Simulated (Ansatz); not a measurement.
Here is an Ansatz 0.2.0 calculation.

Contents of input.yaml:

```yaml
crystal:
  lattice:
    - [3.0322239879, 0.0, 0.0]
    - [-1.516111994, 2.6259830035, 0.0]
    - [0.0, 0.0, 7.524137]
  atoms:
    - { symbol: Ta, position: [0.6666666667, 0.3333333333, 0.82607] }
    - { symbol: Ta, position: [0.3333333333, 0.6666666667, 0.17393] }
    - { symbol: Ta, position: [0.0, 0.0, 0.5] }
    - { symbol: "N", position: [0.0, 0.0, 0.0] }
kpoints:
  mp_grid: { grid: [10, 10, 4] }
scf:
  occupations: { method: fermi_dirac, width: 0.05 }
hamiltonian:
  xc: pbesol
  pseudopotentials: { kind: all_electron, lapw: { basis_error: 0.002 } }
  hubbard:
    sites: [{ species: Ta, l: d, u_eff: 2 }]
    double_counting: fll
    projectors: ortho-atomic
output:
  forces: true
  stress: true
  eigenvalues: true
  dos: { projected: false, de: 0.2, e_range: [-14, 10] }
```

Potentials or basis: all-electron LAPW, scalar-relativistic.

Launch:

```bash
$ ansatz run input.yaml --threads 2 --pin off --max-ram 8192MiB --backend cpu --events-out ev --progress --plain --runs-dir out
```

Q: Predict the pressure.

A: -6.4 GPa.

Q: What does it give for the band gap on the k mesh?

A: None (metal or under the smearing width).

Q: Estimate the largest force.

A: 0.327 eV/Å.

Stress tensor (GPa, compression positive):
```
-6.82  0.00  0.00
 0.00 -6.82  0.00
 0.00  0.00 -5.61
```

Caveat: U without spin polarisation on a metal has little footing. The run has no spin-orbit coupling, so splittings on Ta are missing.
